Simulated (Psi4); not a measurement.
# SnHSCl (SMILES [SH][Sn][Cl]): B3LYP/def2-TZVPD (density fitting, core potential, sweep point 4)

Aim: the energy change on altering one bond length of SnHSCl at B3LYP/def2-TZVPD (density fitting, core potential, sweep point 4), from 2 runs. 

Program for the calculation: Psi4 1.11.

**1. Starting point**

SnHSCl has 4 atoms, charge 0, and is taken as a singlet. SMILES: `[SH][Sn][Cl]`. Geometry: relaxed at PBE0-D4/def2-TZVP.

Bond lengths: S1–Sn2 2.427 Å, Sn2–Cl3 2.379 Å, S1–H4 1.344 Å. Angles: S1–Sn2–Cl3 96.5°, Sn2–S1–H4 93.1°.

**2. A single-point energy at B3LYP/def2-TZVPD (density fitting, core potential, sweep point 4)**

File input.dat:

```
memory 1.6 GB

molecule geom {
  0 1
  S      0.185700     1.488500    -0.409700
  Sn    -1.395700    -0.351700    -0.341800
  Cl     0.088800    -1.950300     0.607800
  H      1.176700     0.753300     0.123400
  units angstrom
  symmetry c1
}

set {
  basis def2-TZVPD
  puream true
  scf_type df
  dft_radial_points 99
  dft_spherical_points 590
}

E, wfn = energy('b3lyp', return_wfn=True)
```

On the command line:

```sh
$ psi4 -n 1 input.dat output.dat
```

output.dat:

```text
[...]
    !!!  WARNING: ECP capability is in beta. Please check occupations closely.  !!!
[...]
  Running in c1 symmetry.
[...]
  Nuclear repulsion =  213.489034180479024
[...]
  Multiplicity = 1
[...]
  Nalpha       = 28
  Nbeta        = 28
[...]
    Number of basis functions: 157
[...]
   @DF-RKS iter   1: -1073.18069027113575   -8.19103e-01   5.61326e-03 DIIS/ADIIS
[...]
   @DF-RKS iter   9: -1073.52844007572912   -3.90819e-08   4.52527e-07 DIIS
[...]
    Orbital Energies [Eh]
    ---------------------
    Doubly Occupied:
       1A   -101.502652     2A    -88.858923     3A     -9.435608
       4A     -7.937149     5A     -7.193665     6A     -7.190691
       7A     -7.189626     8A     -5.898910     9A     -5.895614
      10A     -5.893941    11A     -5.133879    12A     -3.477929
      13A     -3.472825    14A     -3.469494    15A     -1.059851
      16A     -1.057143    17A     -1.054377    18A     -1.054165
      19A     -1.049955    20A     -0.797358    21A     -0.724467
      22A     -0.481259    23A     -0.410513    24A     -0.340389
      25A     -0.327550    26A     -0.318984    27A     -0.278266
      28A     -0.269674
[...]
  @DF-RKS Final Energy: -1073.52844007572912
   => Energetics <=
    Nuclear Repulsion Energy =            213.4890341804790239
    One-Electron Energy =               -1988.9993086403051166
    Two-Electron Energy =                 760.4871700368012171
    DFT Exchange-Correlation Energy =     -58.5053356527041188
    Empirical Dispersion Energy =           0.0000000000000000
    VV10 Nonlocal Energy =                  0.0000000000000000
    Total Energy =                      -1073.5284400757291223
[...]
 Multipole Moments:
 ------------------------------------------------------------------------------------
     Multipole            Electronic (a.u.)      Nuclear  (a.u.)        Total (a.u.)
 ------------------------------------------------------------------------------------
 L = 1.  Multiply by 2.5417464519 to convert [e a0] to [Debye]
 Dipole X            :        -41.9903236           41.1784221           -0.8119015
 Dipole Y            :         -3.9098420            4.0920540            0.1822120
 Dipole Z            :        -11.8929773           11.5845444           -0.3084329
 Magnitude           :                                                    0.8874211
[...]
```

Wall time 13 s (1 thread of Intel Xeon Platinum 8488C (Sapphire Rapids), shared host); peak memory 1.1 GiB.

**3. The distorted shape at the same level**

File job.in:

```
memory 1.6 GB

molecule molecule1 {
  0 1
  S      0.976370     2.408565    -0.443649
  Sn    -1.395700    -0.351700    -0.341800
  Cl     0.088800    -1.950300     0.607800
  H      1.967370     1.673365     0.089451
  symmetry c1
}

set {
  basis def2-TZVPD
  puream true
  scf_type df
  dft_radial_points 99
  dft_spherical_points 590
}

energy('b3lyp')
print_variables()
```

On the command line:

```sh
$ psi4 -i job.in -o job.out -n 1
```

job.out:

```text
[...]
    !!!  WARNING: ECP capability is in beta. Please check occupations closely.  !!!
[...]
  Running in c1 symmetry.
[...]
  Nuclear repulsion =  177.264859481611296
[...]
  Multiplicity = 1
[...]
  Nalpha       = 28
  Nbeta        = 28
[...]
    Number of basis functions: 157
[...]
   @DF-RKS iter   1: -1073.09033319836567   -9.78429e-01   5.51873e-03 DIIS/ADIIS
[...]
   @DF-RKS iter  12: -1073.45698948012136   -1.11327e-07   2.55243e-07 DIIS
[...]
    Orbital Energies [Eh]
    ---------------------
    Doubly Occupied:
       1A   -101.536051     2A    -88.817574     3A     -9.468183
       4A     -7.891971     5A     -7.226138     6A     -7.223324
       7A     -7.222399     8A     -5.853772     9A     -5.852181
      10A     -5.847750    11A     -5.182115    12A     -3.525509
      13A     -3.520396    14A     -3.518286    15A     -1.105429
      16A     -1.103331    17A     -1.101929    18A     -1.099663
      19A     -1.097220    20A     -0.825174    21A     -0.656317
      22A     -0.504241    23A     -0.356881    24A     -0.352970
      25A     -0.351039    26A     -0.348012    27A     -0.229567
      28A     -0.214935
[...]
  @DF-RKS Final Energy: -1073.45698948012136
   => Energetics <=
    Nuclear Repulsion Energy =            177.2648594816112961
    One-Electron Energy =               -1915.9535983936229968
    Two-Electron Energy =                 723.6429275728338553
    DFT Exchange-Correlation Energy =     -58.4111781409433846
    Empirical Dispersion Energy =           0.0000000000000000
    VV10 Nonlocal Energy =                  0.0000000000000000
    Total Energy =                      -1073.4569894801213650
[...]
 Multipole Moments:
 ------------------------------------------------------------------------------------
     Multipole            Electronic (a.u.)      Nuclear  (a.u.)        Total (a.u.)
 ------------------------------------------------------------------------------------
 L = 1.  Multiply by 2.5417464519 to convert [e a0] to [Debye]
 Dipole X            :        -53.8835788           51.8890949           -1.9944839
 Dipole Y            :        -17.9561722           16.5555536           -1.4006187
 Dipole Z            :        -11.3193607           11.1246603           -0.1947005
 Magnitude           :                                                    2.4449145
[...]
```

It took 14 s on 1 thread of Intel Xeon Platinum 8488C (Sapphire Rapids), shared host; peak memory 1 GiB.

**4. Results**

At B3LYP/def2-TZVPD (density fitting, core potential, sweep point 4):

| quantity | value |
| --- | --- |
| first shape: total energy | -1073.52844 Eh |
| first shape: dipole moment | 2.26 D |
| first shape: HOMO energy | -7.34 eV |
| first shape: LUMO energy | -3.06 eV |
| first shape: HOMO–LUMO gap | 4.27 eV |
| distorted shape: total energy | -1073.45699 Eh |
| distorted shape: dipole moment | 6.21 D |
| distorted shape: HOMO energy | -5.85 eV |
| distorted shape: LUMO energy | -4.21 eV |
| distorted shape: HOMO–LUMO gap | 1.64 eV |
| energy change with the S1–Sn2 bond stretched from 2.427 to 3.641 Å | 1.944 eV |

In words: One bond (distorted shape) is far stretched, which a spin-restricted single reference describes badly; a broken-symmetry solution may lie lower. With the S1–Sn2 bond stretched from 2.427 to 3.641 Å the energy rises by 1.94 eV (188 kJ/mol). The first shape isn't relaxed at this level, so the change isn't measured from a minimum. A restricted reference can't describe the breaking bond well at this length.
